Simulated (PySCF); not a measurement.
# [TlCl4]−: other functionals and bases at one geometry

An exercise on one series of results from a longer session: the logs are not shown, and one member is left open.

The runs use PySCF 2.14.0; several levels, as the steps say, no spin–orbit coupling.

3 further runs of the same task are left out: 2 for a known fault of the program, 1 that didn't finish.

### The starting structure

5 atoms, charge -1, spin multiplicity 1.

Bond lengths: Tl1–Cl2 2.497 Å, Tl1–Cl3 2.497 Å, Tl1–Cl4 2.497 Å, Tl1–Cl5 2.497 Å. Angles: Cl2–Tl1–Cl3 110.0°, Cl2–Tl1–Cl4 108.4°, Cl2–Tl1–Cl5 110.0°, Cl3–Tl1–Cl4 110.0°, Cl3–Tl1–Cl5 108.4°, Cl4–Tl1–Cl5 110.0°.

Coordinates:

```
Tl    0.0000    0.0000    0.0000
Cl    2.0253    0.0000    1.4599
Cl    0.0000    2.0253   -1.4599
Cl   -2.0253    0.0000    1.4599
Cl    0.0000   -2.0253   -1.4599
```

Formal oxidation states: Tl +3. An earlier session relaxed this geometry at B3LYP, Tl def2-SVP with ECP60, Cl def2-SVP (singlet, point group D2d).

At B3LYP on the finer grid: E = -2013.096699 Eh, HOMO -3.95 eV, LUMO 0.83 eV, Mulliken charge on Tl1 +0.49 e, largest force component 0.016 eV/Å. 

Levels to run: TPSS; wB97X; BP86; TPSSh; B3LYP, TZVP; B3LYP, x2c-SVP. Hardware: 2 threads of Arm Neoverse V2, shared host.

The first run:

Input file run.py (the lines that set the calculation):

```python
mol = gto.M(atom='''
Tl     0.00000     0.00000     0.00000
Cl     2.02531     0.00000     1.45986
Cl     0.00000     2.02531    -1.45986
Cl    -2.02531     0.00000     1.45986
Cl     0.00000    -2.02531    -1.45986''',
    basis={'Tl': 'def2-SVP', 'Cl': 'def2-SVP'},
    ecp={'Tl': 'def2-SVP'},
    charge=-1, spin=0)
mf = dft.RKS(mol, xc='TPSS')
mf.grids.atom_grid = (75, 302)
mf = mf.density_fit()  # fitting sets: Tl def2-universal-JKFIT, Cl def2-universal-JKFIT
mf.conv_tol = 1e-08; mf.max_cycle = 55
mf.kernel(dm0)  # dm0: the density of the relaxed state
```

The run is started by

```console
OMP_NUM_THREADS=2 python run.py
```

Among the steps run: TPSS; wB97X; BP86; TPSSh; B3LYP, TZVP; B3LYP, x2c-SVP.

One table of the session follows, with a row left open; its other results are not shown here.

```
               level  HOMO (eV)  gap (eV)  charge on Tl1 (e)  largest force component (eV/Å)
B3LYP (relaxed here)      -3.95      4.78               0.49                            0.02
                TPSS      -3.04      3.29               0.50                            0.03
               wB97X          ?         ?                  ?                               ?
                BP86      -2.92      3.08               0.40                            0.09
               TPSSh      -3.64      4.14               0.55                            0.08
         B3LYP, TZVP      -4.49      4.78               0.89                            0.14
      B3LYP, x2c-SVP      -3.90      4.73               0.63                            0.10
```

**Question.** Estimate the row for wB97X.

The run gave: HOMO (eV): -6.74; gap (eV): 9.65; charge on Tl1 (e): 0.58; largest force component (eV/Å): 0.36. In the column «HOMO (eV)» it is the lowest.

In one basis the HOMO–LUMO gap runs from 3.08 eV (BP86) to 9.65 eV (wB97X). The largest leftover force, 0.36 eV/Å with wB97X, stands at a geometry relaxed at another level. Total energies of different levels can't be compared.
